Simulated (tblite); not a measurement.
# C7H13NSi2: the cost of one run

Computed with tblite 0.8.0 and PySCF 2.14.0, with density-fitted response routines of our own, on a single molecule in the gas phase. Atoms count from 0, in the outputs and in this text.

## 1. Starting geometry

23 atoms, charge 0, multiplicity 1; geometry from: force field or distance geometry start.

Bonds of the start (Å): C0–C1 1.35, C1–C2 1.49, C1–C3 1.47, C3–C4 1.34, C4–Si5 1.86, Si5–N6 1.68, N6–Si7 1.69, Si5–C8 1.86, C8–C9 1.35, C9–C3 1.48, C0–H10 1.08, C0–H11 1.10, C2–H12 1.10, C2–H13 1.10, C2–H14 1.10, C4–H15 1.08, Si5–H16 1.49, N6–H17 1.02, Si7–H18 1.48, Si7–H19 1.48, Si7–H20 1.48, C8–H21 1.07, C9–H22 1.08.

## 2. Relaxing the molecule with GFN2-xTB

What the job is given:

```
{"job": {"kind": "relax", "xc": "GFN2-xTB", "basis": "xTB"}, "charge": 0, "multiplicity": 1}
C     -2.535300    -1.369600     2.091500
C     -2.197000    -0.594700     1.036500
C     -3.236400    -0.033900     0.134500
C     -0.791400    -0.292400     0.743300
C     -0.400700     0.859300     0.187000
Si     1.438900     0.942900    -0.106700
N      1.733900     0.944600    -1.765500
Si     3.394300     1.050800    -2.069300
C      1.559500    -0.765300     0.619700
C      0.336300    -1.217500     0.983700
H     -1.815200    -1.782600     2.776800
H     -3.588700    -1.592200     2.306700
H     -3.315900     1.059000     0.247200
H     -3.017800    -0.271700    -0.916700
H     -4.242200    -0.429500     0.351900
H     -1.021900     1.698700    -0.088600
H      2.110600     2.019600     0.668700
H      1.354500     0.084600    -2.163300
H      3.552500     0.988200    -3.535100
H      3.933500     2.324100    -1.547900
H      4.068300    -0.115000    -1.466900
H      2.487900    -1.289500     0.717200
H      0.187600    -2.191000     1.419400
```

Run with:

```
OMP_NUM_THREADS=1 python probes_run.py task.json out
```

One launch serves the whole session: the jobs run in the order shown.

Q: Estimate the wall time of this first job on 1 thread of Arm Neoverse N1, shared host.

About 2.1 s.
